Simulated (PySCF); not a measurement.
# C2H9GeNSi: the cost of one run

Programs: PySCF 2.14.0, with density-fitted response routines of our own. Each step states its level of theory. These are calculated values for one molecule in the gas phase, unless marked as measured. Atoms are numbered from 0 throughout.

## 1. The starting structure

14 atoms, charge 0, multiplicity 1; geometry from: GFN2-xTB. The atoms were then displaced at random by about 0.01 Å, so the start is not that level's minimum.

Bonds of the start (Å): C0–Si1 1.91, Si1–N2 1.72, N2–C3 1.41, C3–Ge4 2.00, Ge4–Si1 2.36, C0–H5 1.05, C0–H6 1.08, C0–H7 1.11, Si1–H8 1.50, N2–H9 1.02, C3–H10 1.14, C3–H11 1.09, Ge4–H12 1.52, Ge4–H13 1.54.

## 2. Relaxing the molecule at PBE0-D3(BJ)/def2-SVP

Job settings and geometry (Å):

```
{"job": {"xc": "PBE0", "basis": "def2-SVP", "d3": "d3bj", "grid": 1, "shake": 0.01, "kind": "geom"}, "charge": 0, "multiplicity": 1}
C      2.324290     0.344110    -0.147650
Si     0.578710     0.306510     0.638530
N     -0.280700    -1.158300     0.378790
C     -1.583460    -0.901760    -0.096130
Ge    -1.344750     1.032720    -0.524660
H      2.989450    -0.272910     0.376940
H      2.293710     0.055660    -1.190890
H      2.718540     1.382790    -0.113760
H      0.650290     0.818610     2.047100
H     -0.076560    -2.071190     0.781750
H     -2.368770    -1.091160     0.701660
H     -1.852460    -1.574940    -0.914380
H     -1.548360     1.266100    -2.014980
H     -2.507080     1.848690     0.069930
```

The run is started by

```console
OMP_NUM_THREADS=1 python probes_run.py task.json out
```

One launch serves the whole session: the jobs run in the order shown.

Q: Estimate the wall time and peak memory of this first job on 1 thread of Arm Neoverse V2, shared host.

About 76 s, with a peak of 0.53 GiB.
